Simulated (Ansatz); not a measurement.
**CH₃BO₂ (SMILES OB=CO): one structure at several levels**

How do the functionals fare away from a minimum? The structure is a structure displaced at random from a GFN2-xTB minimum.

The runs use Ansatz 0.2.0, Gaussian basis; single points in def2-TZVPP.

Cores are frozen in the correlated methods.

## (1) The starting structure

SMILES `OB=CO`, 7 atoms, charge 0, spin multiplicity 1.

Atoms are counted from 1 here; the program's logs count them from 0.

Bond lengths: O1–B2 1.330 Å, O1–H5 1.019 Å, B2–C3 1.401 Å, C3–O4 1.368 Å, C3–H6 1.117 Å, O4–H7 0.964 Å. Angles: B2–O1–H5 129.4°, O1–B2–C3 173.6°, B2–C3–O4 135.0°, B2–C3–H6 117.1°, O4–C3–H6 107.8°, C3–O4–H7 109.4°.

Geometry (Å):

```mol
CH3BO2
  3D, bonds by distance, orders not assigned

  7  6  0  0  0  0  0  0  0  0999 V2000
   -1.0764    1.3759   -0.8937 O   0  0
   -0.3970    0.5519   -0.1017 B   0  0
    0.4302   -0.3156    0.6232 C   0  0
    0.6245   -1.6692    0.6501 O   0  0
   -0.7650    1.8765   -1.7250 H   0  0
    1.0511    0.1339    1.4350 H   0  0
    0.0716   -2.0857   -0.0213 H   0  0
  1  2  8  0
  1  5  8  0
  2  3  8  0
  3  4  8  0
  3  6  8  0
  4  7  8  0
M  END
```

## (2) CCSD(T)/def2-TZVPP

run/in.yaml

```yaml
crystal:
  periodic: [false, false, false]
  atoms:
    - {symbol: O, position_ang: [-1.076400, 1.375900, -0.893700]}
    - {symbol: B, position_ang: [-0.397000, 0.551900, -0.101700]}
    - {symbol: C, position_ang: [0.430200, -0.315600, 0.623200]}
    - {symbol: O, position_ang: [0.624500, -1.669200, 0.650100]}
    - {symbol: H, position_ang: [-0.765000, 1.876500, -1.725000]}
    - {symbol: H, position_ang: [1.051100, 0.133900, 1.435000]}
    - {symbol: H, position_ang: [0.071600, -2.085700, -0.021300]}
basis:
  gaussian: {orbitals: def2-TZVPP}
correlation: {method: ccsd_t}
output: {forces: true}
```

The command line of these runs was not kept.

## (3) PBE0-D4/def2-TZVPP

Edit run/in.yaml of step 2 so:

```diff
@@ -12,3 +12,3 @@
   gaussian: {orbitals: def2-TZVPP}
-correlation: {method: ccsd_t}
-output: {forces: true}
+hamiltonian: {xc: pbe0, dispersion: d4}
+output: {forces: true, orbitals: {seedname: orbitals}}
```

## (4) wB97M-V/def2-TZVPP

Edit run/in.yaml of step 3 so:

```diff
@@ -12,3 +12,3 @@
   gaussian: {orbitals: def2-TZVPP}
-hamiltonian: {xc: pbe0, dispersion: d4}
-output: {forces: true, orbitals: {seedname: orbitals}}
+hamiltonian: {xc: {name: wB97M-V}}
+output: {forces: true}
```

## (5) r2SCAN-D4/def2-TZVPP

Edit run/in.yaml of step 4 so:

```diff
@@ -12,3 +12,3 @@
   gaussian: {orbitals: def2-TZVPP}
-hamiltonian: {xc: {name: wB97M-V}}
+hamiltonian: {xc: r2scan, dispersion: d4}
 output: {forces: true}
```

## (6) PBE-D4/def2-TZVPP

Edit run/in.yaml of step 5 so:

```diff
@@ -12,3 +12,3 @@
   gaussian: {orbitals: def2-TZVPP}
-hamiltonian: {xc: r2scan, dispersion: d4}
+hamiltonian: {xc: pbe, dispersion: d4}
 output: {forces: true}
```

## (7) r2SCANh-D4/def2-TZVPP

Edit run/in.yaml of step 6 so:

```diff
@@ -12,3 +12,3 @@
   gaussian: {orbitals: def2-TZVPP}
-hamiltonian: {xc: pbe, dispersion: d4}
+hamiltonian: {xc: {name: r2SCANh}, dispersion: d4}
 output: {forces: true}
```

## (8) wB97X-V/def2-TZVPP

Edit run/in.yaml of step 7 so:

```diff
@@ -12,3 +12,3 @@
   gaussian: {orbitals: def2-TZVPP}
-hamiltonian: {xc: {name: r2SCANh}, dispersion: d4}
+hamiltonian: {xc: {name: wB97X-V}}
 output: {forces: true}
```

(Steps that only read results are left out.)

Q: Predict the outcome of this session. Wanted: energy less free atoms, CCSD(T)/def2-TZVPP; RMS force component; RMS force error; HOMO and LUMO, PBE0-D4; T1 diagnostic.

The runs gave:

| quantity | value |
| --- | --- |
| energy less free atoms, CCSD(T)/def2-TZVPP | -2645.6 kJ/mol |
| RMS force component | 0.745 to 0.983 eV/Å over the methods |
| RMS force error | PBE0-D4 0.209, wB97M-V 0.164, r2SCAN-D4 0.172, PBE-D4 0.296, r2SCANh-D4 0.180, wB97X-V 0.136 eV/Å |
| HOMO and LUMO, PBE0-D4 | -5.11 and -0.65 eV |
| T1 diagnostic | 0.015 |

**Reading.** Against CCSD(T) the functionals' energies less atoms differ by -208.2 to -81.6 kJ/mol, PBE-D4 by -208.2 kJ/mol. The reference is not at the basis limit: in triple zeta CCSD(T) underbinds, which counts against methods that bind more; the gaps are no ranking. The forces of wB97X-V come nearest to CCSD(T), those of PBE-D4 are farthest. Frozen-core CCSD(T) forces in triple zeta carry basis errors of their own, and this is one geometry, so small gaps rank nothing.
